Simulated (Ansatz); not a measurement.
# NiS2 (Pa-3): band structure, part 2 of 2

The task is a band structure, for NiS2 (Pa-3), with Ansatz 0.2.0 through its Python package. The steps go on from the part before.

## (5) The command-line twin

Run from a file, the same calculation prints its log.

Input file input.yaml:

```yaml
crystal:
  lattice:
    - [5.6873, 0.0, 0.0]
    - [0.0, 5.6873, 0.0]
    - [0.0, 0.0, 5.6873]
  atoms:
    - { symbol: Ni, position: [0.0, 0.0, 0.0], spin: 2.0 }
    - { symbol: Ni, position: [0.5, 0.0, 0.5], spin: 2.0 }
    - { symbol: Ni, position: [0.5, 0.5, 0.0], spin: 2.0 }
    - { symbol: Ni, position: [0.0, 0.5, 0.5], spin: 2.0 }
    - { symbol: S, position: [0.3955, 0.3955, 0.3955], spin: 0.0 }
    - { symbol: S, position: [0.1045, 0.6045, 0.8955], spin: 0.0 }
    - { symbol: S, position: [0.8955, 0.1045, 0.6045], spin: 0.0 }
    - { symbol: S, position: [0.6045, 0.8955, 0.1045], spin: 0.0 }
    - { symbol: S, position: [0.6045, 0.6045, 0.6045], spin: 0.0 }
    - { symbol: S, position: [0.8955, 0.3955, 0.1045], spin: 0.0 }
    - { symbol: S, position: [0.1045, 0.8955, 0.3955], spin: 0.0 }
    - { symbol: S, position: [0.3955, 0.1045, 0.8955], spin: 0.0 }
kpoints:
  mp_grid: { kspacing: 0.2439024390244 }
  band_path:
    path:
      - [0.0, 0.0, 0.0]
      - [0.0, 0.5, 0.0]
      - [0.5, 0.5, 0.0]
      - [0.0, 0.0, 0.0]
      - [0.5, 0.5, 0.5]
      - [0.0, 0.5, 0.0]
    npoints: 10
hamiltonian:
  xc: r2scan
  dispersion: d3bjatm
  pseudopotentials: { kind: paw }
  hubbard: [{ species: Ni, l: d, u_eff: 4.5 }]
magnetization:
  spin_polarized: true
scf:
  n_extra_bands: 10
  convergence: { dr2_threshold: 1.0e-08 }
  occupations: { method: fermi_dirac, width: 0.1 }
```

Launch:

```console
$ ansatz run input.yaml --threads 1 --pin off --max-ram 3072MiB --backend cpu --events-out ev --progress --plain --runs-dir out
```

Standard output:

```text
Warning: the band count 70 (scf.n_extra_bands) hosts the net moment |M| = 8.0000 μB (N_el = 120) but caps the reachable moment at 2·n_bands − N_el = 20.0000 μB, below the 77 bands that the automatic rule leaves for it — a moment growing past the seed, or the majority channel's smearing tail, pins there with fewer empty majority states than that count leaves; raise or omit scf.n_extra_bands unless the cap is intended
Warning: RAYON_NUM_THREADS=1 ignored (pool sized by the plan → 1); use --threads N
Ni: projections on atomic orbitals take those of the free atom [Ne] 3s2 3p6 3d8 4s2, of charge +0.00 (hamiltonian.pseudopotentials.projection_atoms); the dataset's partial waves leave at most 1.6e-6 of an orbital's norm unspanned inside its sphere
S: projections on atomic orbitals take those of the free atom [Ne] 3s2 3p4, of charge +0.00 (hamiltonian.pseudopotentials.projection_atoms); the dataset's partial waves leave at most 1.6e-7 of an orbital's norm unspanned inside its sphere
scf.n_extra_bands = 10 over 60 filled bands (N_el = 120.0): the run solves 70 bands
Engine: ansatz 0.2.0, aarch64-unknown-linux-gnu
Pseudopotentials: kind: paw
Pseudopotential: Ni, paw, valence charge 18, recommended cutoff 500 eV (meta_gga), Ni.paw.azcp
Pseudopotential: S, paw, valence charge 6, recommended cutoff 500 eV (meta_gga), S.paw.azcp
Functional definition: r2SCAN
  parameter k0 = 0.174
  parameter k1 = 0.065
  parameter a1 = 4.9479
  exchange = r2scan_x(k0 = k0, k1 = k1, a1 = a1)
  correlation = r2scan_c
Crystal: 12 atoms, lattice volume = 183.958 Å³
Basis set: ecut = 500 eV, 4697 PW (Γ), exchange–correlation on 180×180×180 points (64 copies of the dense FFT grid, shifted against one another)
Bands: 70, of which v1, the nominal top of the filled ones, is band 60 counted from 1 (59 counted from 0)
Symmetry: 24 space group operations
Space group: Pa-3 (ITA 205), of the structure as read, at distance tolerance 5.7e-5 Å
Magnetic group: BNS 205.33 (UNI 1535), of the structure as read, at distance tolerance 5.7e-5 Å
k-points: 11 of 125
Non-local potential: Ni, projectors of the file, l = 0: 3, l = 1: 2, l = 2: 3, l = 3: 1
Non-local potential: S, projectors of the file, l = 0: 2, l = 1: 2, l = 2: 2
PAW form: soft (Blöchl's): semilocal exchange-correlation on the pseudo side does not see the compensation charge
PAW frozen core: Ni, regenerated for the run's functional (the file was generated under x = pbe(κ = 0.804, μ = 0.2195149727645171), c = pbe(β = 0.06672455060314922))
PAW frozen core: S, regenerated for the run's functional (the file was generated under x = pbe(κ = 0.804, μ = 0.2195149727645171), c = pbe(β = 0.06672455060314922))
PAW one-centre angular grid: Ni, 590 points (default); XC on 160 Gauss nodes
PAW one-centre angular grid: S, 302 points (default); XC on 160 Gauss nodes
Initial density: superposition of atomic densities (chi_scale 0.1, normalization cell, long waves kept (reshape's long-wave potential 0.00 eV rms))
Starting moments: Σ|m| = 8 μB on 4 of 12 sites
Initial wavefunctions: pseudopotential atomic-orbital guess
Functional: x = r2scan, c = r2scan; τ floored in thin density (d = 2e-4 eV/Å³)
SCF iter   1: F=—  HF=-30629.622012 eV  |F-HF|=—  |Δ(HF+E_count)|=         —  Δρ=1.97e-1 (↑2.37e-2 ↓1.97e-1)  dr2=6.98e1  dr2_τ=2.82e-1  dr2_m=1.61e1  M=2.384 μB ∫|m|=2.560 μB  β_m=0.30  ethr=3.10e-3  ⟨swp⟩=5.8  Hψ=5931  notcnv=0
preconditioner: auto → Kerker (q_TF=auto, 2.541 Å⁻¹)  [metal: Δε(μ)=0.019 eV  Ē_g=9.036 eV  σ=0.100 eV  W_gap=0.05  n_scr=56 (ndim 8)  ℏωp=25.7 eV  f_vac=0.000  D(μ)=7.11/eV (n_scr^D=56)]
spin=Collinear: Kerker preconditioning applied to the charge; magnetization (m = ρ↑ − ρ↓) channel mixes plain (no charge-response kernel on spin).
SCF iter   2: F=—  HF=-30624.593242 eV  |F-HF|=—  |Δ(HF+E_count)|=    5.03e0  Δρ=3.95e-2 (↑3.95e-2 ↓3.55e-2)  dr2=2.87e0  dr2_τ=8.48e-2  dr2_m=1.06e0  M=5.330 μB ∫|m|=5.428 μB  β_m=0.30  ethr=3.10e-3  ⟨swp⟩=3.8  Hψ=3567  notcnv=0  defer=44  κ⁻¹=1.0e0(r=1)
SCF iter   3: F=—  HF=-30625.503801 eV  |F-HF|=—  |Δ(HF+E_count)|=   9.11e-1  Δρ=3.53e-2 (↑1.88e-2 ↓3.53e-2)  dr2=2.74e0  dr2_τ=1.09e-2  dr2_m=7.38e-1  M=5.382 μB ∫|m|=5.507 μB  β_m=0.30  ethr=2.39e-3  ⟨swp⟩=3.0  Hψ=2940  notcnv=0  defer=19  κ⁻¹=3.3e-3(r=2)
SCF iter   4: F=—  HF=-30626.215850 eV  |F-HF|=—  |Δ(HF+E_count)|=   7.12e-1  Δρ=3.16e-2 (↑1.38e-2 ↓3.16e-2)  dr2=1.21e0  dr2_τ=1.78e-2  dr2_m=6.19e-1  M=7.085 μB ∫|m|=7.168 μB  β_m=1.00  ethr=2.28e-3  ⟨swp⟩=3.1  Hψ=2597  notcnv=0  defer=19  κ⁻¹=1.7e-4(r=3)
SCF iter   5: F=—  HF=-30627.115029 eV  |F-HF|=—  |Δ(HF+E_count)|=   8.99e-1  Δρ=1.34e-2 (↑5.63e-3 ↓1.34e-2)  dr2=3.10e-1  dr2_τ=2.38e-3  dr2_m=8.85e-2  M=7.623 μB ∫|m|=7.818 μB  β_m=1.00  ethr=1.01e-3  ⟨swp⟩=2.8  Hψ=3465  notcnv=0  defer=3  κ⁻¹=6.0e-5(r=4)
SCF iter   6: F=—  HF=-30627.819681 eV  |F-HF|=—  |Δ(HF+E_count)|=   7.05e-1  Δρ=6.35e-3 (↑4.37e-3 ↓6.35e-3)  dr2=7.44e-2  dr2_τ=4.51e-4  dr2_m=1.75e-2  M=7.793 μB ∫|m|=8.036 μB  β_m=1.20  ethr=2.58e-4  ⟨swp⟩=2.0  Hψ=2549  notcnv=0  defer=3
Mixer restart at iter 6: flushing history
spin-set hold released at iteration 6 (site moments contracting): the magnetisation degrees of freedom join the quasi-Newton model from the next iteration; the mixer history was flushed
SCF iter   7: F=—  HF=-30628.456599 eV  |F-HF|=—  |Δ(HF+E_count)|=   6.37e-1  Δρ=8.48e-3 (↑3.61e-3 ↓8.48e-3)  dr2=1.84e-1  dr2_τ=5.12e-4  dr2_m=2.02e-2  M=7.909 μB ∫|m|=8.179 μB  β_m=1.20  ethr=6.20e-5  ⟨swp⟩=2.5  Hψ=2469  notcnv=0  defer=3  κ⁻¹=1.0e0(r=1)
SCF iter   8: F=—  HF=-30628.864545 eV  |F-HF|=—  |Δ(HF+E_count)|=   4.08e-1  Δρ=6.73e-3 (↑3.92e-3 ↓6.73e-3)  dr2=1.80e-1  dr2_τ=4.45e-4  dr2_m=6.03e-3  M=7.954 μB ∫|m|=8.221 μB  β_m=1.20  ethr=6.20e-5  ⟨swp⟩=2.0  Hψ=2285  notcnv=0  defer=3  κ⁻¹=2.4e-1(r=2)
SCF iter   9: F=—  HF=-30629.737540 eV  |F-HF|=—  |Δ(HF+E_count)|=   8.73e-1  Δρ=3.50e-3 (↑2.72e-3 ↓3.50e-3)  dr2=6.83e-2  dr2_τ=2.29e-4  dr2_m=3.20e-3  M=7.996 μB ∫|m|=8.228 μB  β_m=1.20  ethr=6.20e-5  ⟨swp⟩=2.3  Hψ=3295  notcnv=0  defer=1  κ⁻¹=1.8e-2(r=3)
SCF iter  10: F=—  HF=-30629.777420 eV  |F-HF|=—  |Δ(HF+E_count)|=   3.99e-2  Δρ=2.00e-3 (↑1.68e-3 ↓2.00e-3)  dr2=2.79e-2  dr2_τ=8.55e-5  dr2_m=1.07e-3  M=7.997 μB ∫|m|=8.218 μB  β_m=1.20  ethr=5.69e-5  ⟨swp⟩=2.0  Hψ=2781  notcnv=0  defer=1  κ⁻¹=1.5e-2(r=4)
SCF iter  11: F=—  HF=-30629.776004 eV  |F-HF|=—  |Δ(HF+E_count)|=   1.42e-3  Δρ=8.72e-4 (↑8.72e-4 ↓5.92e-4)  dr2=1.62e-3  dr2_τ=1.65e-5  dr2_m=1.46e-4  M=7.997 μB ∫|m|=8.218 μB  β_m=1.20  ethr=2.32e-5  ⟨swp⟩=2.0  Hψ=2425  notcnv=0  defer=1  κ⁻¹=2.8e-3(r=5)
SCF iter  12: F=—  HF=-30629.777973 eV  |F-HF|=—  |Δ(HF+E_count)|=   1.97e-3  Δρ=1.31e-3 (↑4.02e-4 ↓1.31e-3)  dr2=2.87e-3  dr2_τ=1.62e-5  dr2_m=4.78e-4  M=7.997 μB ∫|m|=8.227 μB  β_m=1.20  ethr=1.35e-6  ⟨swp⟩=2.0  Hψ=2955  notcnv=0  κ⁻¹=6.0e-4(r=6)
SCF iter  13: F=—  HF=-30629.778958 eV  |F-HF|=—  |Δ(HF+E_count)|=   9.85e-4  Δρ=3.08e-4 (↑2.57e-4 ↓3.08e-4)  dr2=2.89e-4  dr2_τ=1.68e-6  dr2_m=6.47e-6  M=7.997 μB ∫|m|=8.228 μB  β_m=1.20  ethr=1.35e-6  ⟨swp⟩=2.0  Hψ=2528  notcnv=0  κ⁻¹=2.7e-4(r=7)
SCF iter  14: F=—  HF=-30629.779055 eV  |F-HF|=—  |Δ(HF+E_count)|=   9.73e-5  Δρ=1.52e-4 (↑9.99e-5 ↓1.52e-4)  dr2=5.64e-5  dr2_τ=5.91e-7  dr2_m=6.62e-6  M=7.997 μB ∫|m|=8.225 μB  β_m=1.20  ethr=2.41e-7  ⟨swp⟩=2.1  Hψ=2679  notcnv=0  κ⁻¹=5.4e-5(r=8)
SCF iter  15: F=—  HF=-30629.779066 eV  |F-HF|=—  |Δ(HF+E_count)|=   1.08e-5  Δρ=1.02e-4 (↑6.45e-5 ↓1.02e-4)  dr2=1.06e-5  dr2_τ=2.14e-7  dr2_m=4.30e-6  M=7.997 μB ∫|m|=8.223 μB  β_m=1.20  ethr=4.70e-8  ⟨swp⟩=2.0  Hψ=2383  notcnv=0  κ⁻¹=1.2e-5(r=8)
SCF iter  16: F=—  HF=-30629.779113 eV  |F-HF|=—  |Δ(HF+E_count)|=   4.70e-5  Δρ=5.12e-5 (↑5.12e-5 ↓3.63e-5)  dr2=4.05e-6  dr2_τ=3.08e-8  dr2_m=4.70e-7  M=7.997 μB ∫|m|=8.224 μB  β_m=1.20  ethr=8.80e-9  ⟨swp⟩=2.1  Hψ=2903  notcnv=0  κ⁻¹=1.1e-5(r=8)
SCF iter  17: F=—  HF=-30629.779125 eV  |F-HF|=—  |Δ(HF+E_count)|=   1.21e-5  Δρ=4.50e-5 (↑3.79e-5 ↓4.50e-5)  dr2=6.95e-6  dr2_τ=2.59e-8  dr2_m=6.37e-8  M=7.997 μB ∫|m|=8.224 μB  β_m=1.20  ethr=3.38e-9  ⟨swp⟩=2.0  Hψ=2860  notcnv=0  κ⁻¹=1.8e-6(r=8)
SCF iter  18: F=—  HF=-30629.779128 eV  |F-HF|=—  |Δ(HF+E_count)|=   2.91e-6  Δρ=3.00e-5 (↑1.43e-5 ↓3.00e-5)  dr2=1.70e-6  dr2_τ=6.69e-9  dr2_m=2.05e-7  M=7.997 μB ∫|m|=8.224 μB  β_m=1.20  ethr=3.38e-9  ⟨swp⟩=2.0  Hψ=2814  notcnv=0  κ⁻¹=4.3e-6(r=8)
SCF iter  19: F=—  HF=-30629.779131 eV  |F-HF|=—  |Δ(HF+E_count)|=   2.88e-6  Δρ=2.13e-5 (↑1.41e-5 ↓2.13e-5)  dr2=8.49e-7  dr2_τ=4.34e-9  dr2_m=3.21e-8  M=7.997 μB ∫|m|=8.224 μB  β_m=1.20  ethr=1.41e-9  ⟨swp⟩=2.0  Hψ=2602  notcnv=0  κ⁻¹=7.9e-6(r=8)
SCF iter  20: F=—  HF=-30629.779132 eV  |F-HF|=—  |Δ(HF+E_count)|=   9.45e-7  Δρ=1.37e-5 (↑9.60e-6 ↓1.37e-5)  dr2=1.80e-7  dr2_τ=2.28e-9  dr2_m=1.09e-8  M=7.997 μB ∫|m|=8.224 μB  β_m=1.20  ethr=7.08e-10  ⟨swp⟩=1.9  Hψ=2064  notcnv=0  κ⁻¹=5.4e-6(r=8)
SCF iter  21: F=—  HF=-30629.779136 eV  |F-HF|=—  |Δ(HF+E_count)|=   4.37e-6  Δρ=7.58e-6 (↑6.08e-6 ↓7.58e-6)  dr2=1.31e-7  dr2_τ=1.55e-9  dr2_m=4.97e-9  M=7.997 μB ∫|m|=8.224 μB  β_m=1.20  ethr=1.50e-10  ⟨swp⟩=2.5  Hψ=3154  notcnv=0  κ⁻¹=3.8e-5(r=8)
SCF iter  22: F=—  HF=-30629.779136 eV  |F-HF|=—  |Δ(HF+E_count)|=   4.84e-7  Δρ=5.28e-6 (↑4.75e-6 ↓5.28e-6)  dr2=4.30e-8  dr2_τ=9.99e-10  dr2_m=5.41e-10  M=7.997 μB ∫|m|=8.224 μB  β_m=1.20  ethr=1.09e-10  ⟨swp⟩=2.0  Hψ=2635  notcnv=0  κ⁻¹=3.7e-5(r=8)
SCF iter  23: F=—  HF=-30629.779137 eV  |F-HF|=—  |Δ(HF+E_count)|=   4.74e-7  Δρ=2.37e-6 (↑2.18e-6 ↓2.37e-6)  dr2=1.00e-8  dr2_τ=1.64e-10  dr2_m=9.90e-10  M=7.997 μB ∫|m|=8.224 μB  β_m=1.20  ethr=3.58e-11  ⟨swp⟩=2.5  Hψ=2988  notcnv=0  κ⁻¹=2.1e-4(r=8)
SCF iter  24: F=-30629.779137 eV  HF=-30629.779137 eV  |F-HF|=4.86e-9  |Δ(HF+E_count)|=   5.19e-8  Δρ=1.27e-6 (↑9.88e-7 ↓1.27e-6)  dr2=3.33e-9  dr2_τ=8.33e-11  dr2_m=2.23e-10  M=7.997 μB ∫|m|=8.224 μB  ethr=8.33e-12  ⟨swp⟩=3.5  Hψ=4441  notcnv=0
SCF 1 converged in 24 iterations: F = -30629.779137 eV  dr2 = 3.33e-9
the search or the solves at the SCF's close seem to have found levels that the self-consistency loop had missed (the run counts 1). By its estimate they hold under 1e-12 electrons; where the run keeps them, the occupations were computed again with them
WARN: an SCF from antiferromagnetic starting moments (2.00, -2.00, -2.00, 2.00, 0.00, 0.00, 0.00, 0.00, 0.00, 0.00, 0.00, 0.00 Bohr magnetons, atom by atom) was not made, by what the run has read of turns of its moments that order reads lower: the deck asks for what bars it, or types moments that do (magnetization.spin_polarized, in the input reference, names some of the keys), or the run goes by scf.lower_state_search: light, the default, which as a rule tries one only behind a close that has lost an order of both signs, or on which an open d or half-filled 4f shell of a PAW file has lost a moment that was set nearer to Hund's than to what is left; or, under a Hubbard U, one that names an f shell that the input leaves bare beside given moments, or a larger moment for a shell of low spin that is given one. standard, with a start from the atoms, tries one behind each close (in a relaxation, ahead of its steps or at their end). To set out from that order, type those moments (crystal.atoms[].spin; where shells were raised to Hund's moment, beside crystal.symmetry.detect: false) under scf.lower_state_search: light. The bands of the close that named these starting moments, or of the one ahead of a search that led to it (under cold or Methfessel-Paxton smearing those of the Gaussian ahead of it) read a cost of -107.88 meV for the turn to them, carried on from a small turn (-107.88 by the pairs of d shells alone)
this state was not tested for a lower state beside it, because the mixer in use, unlike msr1, does not test its closes by its own steps (another_mixer; see scf.mixing.algorithm and scf.lower_state_search)
NSCF: frozen V_eff on 51 k-points
SCF converged after 24 iterations
Magnetization: 7.9969 μB (63.9985 up, 56.0015 down)
Absolute magnetization: 8.2198 μB (∫|ρ↑−ρ↓|, with the PAW one-centre terms)
Spin contamination: 0.0334 ħ² per cell (⟨S²⟩ above its minimum at these occupations)
Per-site moments (μB) at R_I (Å): [(1.5969629769370555, 0.9905079259971874), (1.5969629769370564, 0.9905079259971874), (1.5969629769370546, 0.9905079259971874), (1.5969629769370552, 0.9905079259971874), (0.12130385599358535, 0.8492528321467878), (0.12130385599358552, 0.8492528321467879), (0.12130385599358501, 0.8492528321467879), (0.12130385599358541, 0.8492528321467879), (0.12130385599358551, 0.8492528321467878), (0.12130385599358527, 0.8492528321467879), (0.12130385599358538, 0.8492528321467879), (0.1213038559935855, 0.8492528321467879)]
Free energy (F): -30629.779137 eV
Harris-Foulkes:  -30629.779137 eV  (|F-HF|=4.86e-9)
Internal energy: -30629.777012 eV  (E = F + TS)
E sigma→0 (E₀):  -30629.778074 eV
Entropy (-TS):   -0.002125 eV (-0.177 meV/atom)
Fermi energy:    11.448141 eV
--- Per-component energies (eV) ---
  E_band       = -1789.404071
  E_kinetic    = 1969.450547
  E_local      = -19790.354558  (includes V_loc(G=0)·N_el)
  E_nonlocal   = 2799.391881
  E_hartree    = 8363.390280
  E_xc         = -1047.564100
  E_vxc        = -1217.884804  (∫ρ·V_xc dr)
  E_hubbard    = 3.742826  (on-site DFT+U / exact-exchange correction)
  E_vhub       = -68.016334  (the Hubbard potential's part of the band-sum identity)
  E_paw        = -11453.892214  (= ΣΔE_a)
  E_vpaw       = -2275.870826  (= ΣTr[D̂ρ^β])
  E_aug_tail   = 0.000976  (compensation charges beyond the density's cutoff)
  E_vtau       = 67.101632  (kinetic-family band-sum trace: ∫τ·v_τ [+ j·A + Jᵃ·Aᵃ] dr)
  E_ewald      = -11470.043664
  E_disp       = -1.820577  (pairwise vdW)
  E_core_change = -2.078408  (= ΣΔE_core)
  E_smearing   = -0.002125  (= −TS)
  E_closure    = -0.000000  (closes the sum)
  Σ components = -30629.779137   (vs F -30629.779137, Δ=0.00e0)
--- Band table (eV; the first three rows and the last of 22) ---
  k-point 0 ↑: bands = ["-99.0551", "-99.0551", "-99.0551", "-99.0551", "-57.9751", "-57.9751", "-57.9751", "-57.9749", "-57.9749", "-57.9749", "-57.9749", "-57.9749", "-57.8619", "-57.8619", "-57.8619", "-57.8619", "-6.9852", "-5.6643", "-5.6643", "-5.6643", "-2.0017", "-2.0017", "-2.0017", "-1.0525", "2.5934", "2.5934", "2.5934", "2.9045", "2.9045", "2.9279", "2.9279", "2.9279", "4.1875", "4.1875", "4.1875", "4.3110", "4.3162", "4.3162", "4.3162", "4.4767", "4.4767", "4.4767", "4.6977", "4.6977", "4.7496", "4.7496", "4.7496", "4.9121", "5.1216", "5.1216", "5.2217", "5.2217", "5.2217", "6.8955", "6.8955", "6.8955", "6.9292", "6.9292", "6.9292", "10.2735", "10.2735", "10.2735", "11.1026", "11.1026", "12.1192", "13.9127", "13.9127", "13.9127", "15.9587", "17.0111"]
  k-point 1 ↑: bands = ["-99.0551", "-99.0551", "-99.0551", "-99.0551", "-57.9751", "-57.9751", "-57.9750", "-57.9749", "-57.9749", "-57.9749", "-57.9749", "-57.9749", "-57.8619", "-57.8619", "-57.8619", "-57.8619", "-6.8749", "-5.8081", "-5.6410", "-5.6401", "-2.0175", "-2.0006", "-1.9771", "-1.2405", "2.6051", "2.6763", "2.7348", "2.8711", "2.9042", "2.9120", "2.9745", "2.9834", "3.5221", "3.8588", "3.9264", "3.9834", "4.2511", "4.3690", "4.4113", "4.4282", "4.4683", "4.5239", "4.6904", "4.7462", "4.7765", "4.7896", "4.7924", "4.7996", "4.9831", "5.2788", "5.7038", "5.7628", "5.9757", "6.3852", "6.6808", "7.1109", "7.2633", "7.3423", "7.5694", "10.0359", "10.1361", "10.3168", "10.3907", "11.0476", "12.4450", "13.5063", "13.6755", "13.7414", "15.8789", "16.3124"]
  k-point 2 ↑: bands = ["-99.0551", "-99.0551", "-99.0551", "-99.0551", "-57.9750", "-57.9750", "-57.9750", "-57.9750", "-57.9749", "-57.9749", "-57.9749", "-57.9749", "-57.8619", "-57.8619", "-57.8619", "-57.8619", "-6.5720", "-6.1658", "-5.6014", "-5.6004", "-2.0236", "-2.0076", "-1.8653", "-1.6007", "2.6042", "2.6535", "2.7910", "2.7933", "2.9393", "2.9632", "3.0489", "3.1044", "3.2745", "3.5280", "3.6892", "3.7235", "4.1312", "4.2182", "4.3319", "4.3753", "4.3959", "4.4021", "4.7187", "4.7368", "4.8008", "4.8046", "4.8239", "4.8474", "5.4863", "5.5276", "5.7997", "6.1175", "6.4310", "6.4409", "6.9508", "7.5847", "7.6322", "8.3873", "8.5087", "8.7095", "9.5300", "9.5603", "10.6358", "10.8753", "12.8250", "13.1407", "13.1709", "13.3473", "15.4526", "15.7060"]
  k-point 10 ↓: bands = ["-96.1320", "-96.1320", "-96.1320", "-96.1320", "-55.1523", "-55.1523", "-55.1523", "-55.1523", "-55.1521", "-55.1521", "-55.1521", "-55.1521", "-55.1197", "-55.1197", "-55.1197", "-55.1197", "-5.7273", "-5.5538", "-5.5512", "-5.5512", "-1.8737", "-1.8737", "-1.8118", "-1.7822", "3.4300", "3.7826", "3.7826", "3.8530", "4.5551", "4.5551", "4.7487", "5.1462", "5.1462", "5.3425", "5.4265", "5.4265", "5.6135", "5.6286", "5.6286", "5.6485", "5.9401", "5.9401", "5.9616", "6.1412", "6.7057", "6.7057", "6.8856", "6.8856", "8.1402", "8.1510", "8.1510", "8.2851", "8.2851", "8.3286", "8.4288", "8.4288", "12.1888", "12.2511", "12.2511", "12.3169", "12.5572", "12.5572", "12.6636", "12.6636", "13.4954", "13.5588", "13.7530", "13.7530", "15.6397", "16.1019"]
Occupation matrices written to <dir>
```

Caution: the run may have ended on a state that is not the lowest.

Run time: 2.9 min. Hardware: 1 thread of Arm Neoverse V1, shared host; peak memory 1.5 GiB.

Script and command line differ by 0.000 meV in the energy.

## (6) Results

This closing draws on all 2 parts.

| quantity | value |
| --- | --- |
| free energy | -30629.7791 eV (-2552.4816 eV/atom) |
| moment, net / absolute | 8.00 / 8.22 μB per cell |

In words: The run converged in 24 cycles. Caveats:
- The magnetic order follows from the starting moments and needn't be the lowest.
- The computed bands are complete only to about 4.1 eV above the Fermi level.
- The zero of the levels is a convention of the potentials, so an absolute Fermi energy is no work function.
- An opening on this mesh may only mean that it misses a point where bands touch.
